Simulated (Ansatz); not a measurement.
**CHAlClNO: how energies converge with the basis set**

One table from this session's results is given with a row withheld; the runs are named, their logs left out.

Program: Ansatz 0.2.0, Gaussian basis. Level of theory: one geometry, several basis sets. These are calculated values, not measurements.

Plan: PBE0-D4/def2-SVP; ωB97M-V/def2-SVP; PBE0-D4/def2-QZVPP; ωB97M-V/def2-QZVPP; the functionals' def2-TZVPP values are taken from earlier runs.

## Structure used throughout

The geometry comes from an earlier relaxation with PBE0-D4 in a triple-zeta def2 set; it is a stationary point.

6 atoms, charge 0, spin multiplicity 1.

Atoms are counted from 1 here; the program's logs count them from 0.

Bond lengths: N1–C2 1.237 Å, N1–H6 1.023 Å, C2–O3 1.416 Å, C2–Al4 1.866 Å, O3–Al4 1.725 Å, Al4–Cl5 2.061 Å. Angles: C2–N1–H6 112.9°, N1–C2–O3 130.7°, N1–C2–Al4 167.7°, O3–C2–Al4 61.7°, C2–O3–Al4 72.1°, C2–Al4–O3 46.2°, C2–Al4–Cl5 173.8°, O3–Al4–Cl5 139.9°.

Set-up of the first run:

in.yaml reads:

```yaml
crystal:
  periodic: [false, false, false]
  atoms:
    - {symbol: N, position_ang: [0.772053, -0.040123, 1.674227]}
    - {symbol: C, position_ang: [0.272422, 0.041355, 0.545221]}
    - {symbol: O, position_ang: [-0.326230, -0.947637, -0.272667]}
    - {symbol: Al, position_ang: [-0.379733, 0.550484, -1.126915]}
    - {symbol: Cl, position_ang: [-1.031333, 1.318732, -2.925511]}
    - {symbol: H, position_ang: [0.735020, -0.986911, 2.059345]}
basis:
  gaussian: {orbitals: def2-SVP}
hamiltonian: {xc: pbe0, dispersion: d4}
output: {orbitals: {seedname: orbitals}}
```

Started as:

```console
> ansatz run in.yaml --threads 2 --pin off --events-out ev --progress --plain --max-ram 4352MiB
```

Among the steps run: PBE0-D4 in def2-SVP; ωB97M-V in def2-SVP; PBE0-D4 in def2-QZVPP; ωB97M-V in def2-QZVPP.

One table of the session follows, with a row left open; its other results are not shown here.

It belongs to the step «Density functionals: the series». 

```
functional       basis  HOMO (eV)  LUMO (eV)
   PBE0-D4    def2-SVP      -7.06      -1.73
   PBE0-D4  def2-TZVPP      -7.24      -1.87
   PBE0-D4  def2-QZVPP      -7.28      -1.94
   ωB97M-V    def2-SVP      -9.18       0.09
   ωB97M-V  def2-TZVPP      -9.40      -0.11
   ωB97M-V  def2-QZVPP          ?          ?
```

Q: Estimate the row for ωB97M-V, def2-QZVPP from the others.

As computed: HOMO (eV): -9.45; LUMO (eV): -0.28. In the column «HOMO (eV)» it is the lowest.
